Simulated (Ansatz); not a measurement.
# Mg3ZnS4: the cost of one run

Computed with Ansatz 0.2.0 (DFT PBE, scalar-relativistic, plane waves, PAW, unless a step's input says otherwise).

### Step 1. The structure to begin with

The structure is orthorhombic, space group Cmmm (No. 65). Conventional cell: a = 7.344 Å, b = 10.427 Å, c = 3.676 Å, α = 90.00°, β = 90.00°, γ = 90.00°. Around Mg (site symmetry 2/m) lie 6 S at 2.60 to 2.61 Å. Around Mg (site symmetry mmm) lie 6 S at 2.61 to 2.63 Å. Zn (site symmetry mmm) is surrounded by 6 S at 2.57 to 2.61 Å. Around S (site symmetry m2m) lie 5 Mg at 2.60 to 2.61 Å and 1 Zn at 2.61 Å. S (site symmetry 2mm) is surrounded by 2 Zn at 2.57 Å and 4 Mg at 2.61 to 2.63 Å.

Coordinates:

```xyz
8
Lattice="3.6722 -5.2135 0.0000 3.6722 5.2135 0.0000 0.0000 0.0000 3.6761" Properties=species:S:1:pos:R:3 pbc="T T T"
Mg    1.8361    2.6067    1.8380
Mg    1.8361   -2.6067    1.8380
Mg    3.6722    0.0000    0.0000
Zn    0.0000    0.0000    0.0000
S     3.6722   -2.6076    0.0000
S     5.5542    0.0000    1.8380
S     1.7903    0.0000    1.8380
S     3.6722    2.6076    0.0000
```

The start is the relaxed end of an invented cell (made as: elements ordered on the sites of the MgS type, Zn/Mg on Mg (Cmmm, No. 65)), taken up again for a closer look.

### Step 2. The guess as it stands, on a coarse mesh

The input, input.yaml:

```yaml
crystal:
  lattice:
    - [3.6722489, -5.2134568, 0.0]
    - [3.6722489, 5.2134568, 0.0]
    - [0.0, 0.0, 3.6760849]
  atoms:
    - { symbol: Mg, position: [0.0, 0.5, 0.5] }
    - { symbol: Mg, position: [0.5, 0.0, 0.5] }
    - { symbol: Mg, position: [0.5, 0.5, 0.0] }
    - { symbol: Zn, position: [0.0, 0.0, 0.0] }
    - { symbol: S, position: [0.750079, 0.249921, 0.0] }
    - { symbol: S, position: [0.756239, 0.756239, 0.5] }
    - { symbol: S, position: [0.243761, 0.243761, 0.5] }
    - { symbol: S, position: [0.249921, 0.750079, 0.0] }
basis:
  ecutwfc: 420
kpoints:
  mp_grid: { grid: [4, 4, 6] }
hamiltonian:
  xc: pbe
scf:
  occupations: { method: gaussian, width: 0.1 }
  lower_state_search: "off"
output:
  forces: true
  stress: true
  eigenvalues: true
```

Command:

```bash
$ ansatz run input.yaml --threads 4 --pin off --max-ram 8192MiB --backend cpu --events-out ev --progress --plain --runs-dir out
```

Q: Estimate wall time and peak memory on 4 threads of Intel Xeon Platinum 8259CL at 2.50GHz (Skylake/Cascade Lake), shared host.

About 4.3 s, with a peak of 0.57 GiB.
